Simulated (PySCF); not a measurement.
# Si2H5SF (SMILES F[SiH2]S[SiH3]) at M06-2X/def2-SVPD

Aim: the vertical ionisation energy of Si2H5SF at M06-2X/def2-SVPD, from 2 runs. Input form: a Python script.

The results are computed with PySCF 2.14.0.

**1. The molecule**

Si2H5SF has 9 atoms, charge 0, and is taken as a singlet. As SMILES, `F[SiH2]S[SiH3]`. Geometry: relaxed at PBE0-D4/def2-TZVP. This is one conformer, not always the lowest.

Bond lengths: F1–Si2 1.594 Å, Si2–S3 2.123 Å, S3–Si4 2.141 Å, Si2–H5 1.481 Å, Si2–H6 1.481 Å, Si4–H7 1.485 Å, Si4–H8 1.485 Å, Si4–H9 1.481 Å. Some angles: F1–Si2–S3 106.6°, Si2–S3–Si4 97.4°, F1–Si2–H5 108.3°, F1–Si2–H6 108.3°, S3–Si2–H5 111.3°, S3–Si2–H6 111.3°, S3–Si4–H7 110.9°, S3–Si4–H8 110.9°, S3–Si4–H9 105.5°, H5–Si2–H6 110.9°.

**2. A single-point energy at M06-2X/def2-SVPD**

The input, run.py:

```python
from pyscf import gto, dft

molecule = gto.M(
    atom='''
F     -3.634321     4.503973     0.594508
Si    -1.207346     2.727064     0.429157
S     -2.543949    -0.963949    -0.396654
Si     1.050688    -2.821172    -0.433692
H      0.448243     3.689879    -1.611936
H      0.108470     2.800952     2.898462
H      2.328521    -2.577964     2.052621
H      2.715725    -1.742139    -2.417905
H      0.496431    -5.507985    -0.984547
''',
    charge=0,
    unit='bohr',
    basis='def2-svpd',
    max_memory=1860,
    verbose=4,
    spin=0,
)

mf = dft.RKS(molecule)
mf.xc = 'm06-2x'
mf.conv_tol = 1e-10
mf.grids.level = 4
mf.kernel()
if not mf.converged:
    mf = mf.newton().run(mf.mo_coeff, mf.mo_occ)

e_tot = mf.e_tot
print('E = %.10f Eh' % e_tot)
```

Run with:

```console
OMP_NUM_THREADS=1 python run.py
```

Standard output:

```text
PySCF version 2.14.0

[... 78 lines left out ...]
converged SCF energy = -1079.6634587926
E = -1079.6634587926 Eh
```

Wall time 54 s (1 thread of Arm Neoverse V2, shared host); peak memory 0.89 GiB.

**3. The doublet cation, same level**

The input, run.py:

```python
from pyscf import gto, dft

mol = gto.M(
    atom=[
    ('F', (-1.923200, 2.383400, 0.314600)),
    ('Si', (-0.638900, 1.443100, 0.227100)),
    ('S', (-1.346200, -0.510100, -0.209900)),
    ('Si', (0.556000, -1.492900, -0.229500)),
    ('H', (0.237200, 1.952600, -0.853000)),
    ('H', (0.057400, 1.482200, 1.533800)),
    ('H', (1.232200, -1.364200, 1.086200)),
    ('H', (1.437100, -0.921900, -1.279500)),
    ('H', (0.262700, -2.914700, -0.521000)),
],
    spin=1,
    max_memory=1860,
    verbose=3,
    charge=1,
    basis='def2-svpd',
)

mf = dft.UKS(mol)
mf.xc = 'm06-2x'
mf.grids.level = 4
mf.conv_tol = 1e-10
mf.kernel()
if not mf.converged:
    mf = mf.newton().run(mf.mo_coeff, mf.mo_occ)

e_final = mf.e_tot
print(f'total energy: {e_final:.8f} hartree')
```

Run with:

```console
OMP_NUM_THREADS=1 python run.py
```

Standard output:

```text
converged SCF energy = -1079.29767320361  <S^2> = 0.75456073  2S+1 = 2.0045555
total energy: -1079.29767320 hartree
```

Wall time 2.3 min (1 thread of Arm Neoverse V2, shared host); peak memory 0.92 GiB.

**4. Summary of results**

Level: M06-2X/def2-SVPD.

| quantity | value |
| --- | --- |
| singlet Si2H5SF: total energy | -1079.66346 Eh |
| singlet Si2H5SF: dipole moment | 2.25 D |
| singlet Si2H5SF: HOMO energy | -8.87 eV |
| singlet Si2H5SF: LUMO energy | 0.02 eV |
| singlet Si2H5SF: HOMO–LUMO gap | 8.90 eV |
| doublet cation: total energy | -1079.29767 Eh |
| doublet cation: HOMO energy (highest over α and β) | -16.11 eV |
| doublet cation: LUMO energy (lowest over α and β) | -10.91 eV |
| doublet cation: ⟨S²⟩ | 0.755 |
| vertical ionisation energy (to the doublet cation) | 9.954 eV |

In words: Removing an electron at fixed nuclei costs 9.95 eV (230 kcal/mol). −ε(HOMO) before ionisation, 8.87 eV, is 1.08 eV below this ionisation energy. Mulliken charges (singlet Si2H5SF) run from -0.69 on F1 to +0.79 on Si2; in a basis this large or diffuse they mean little. Mulliken charges (doublet cation) run from -0.65 on F1 to +0.88 on Si2; in a basis this large or diffuse they mean little.
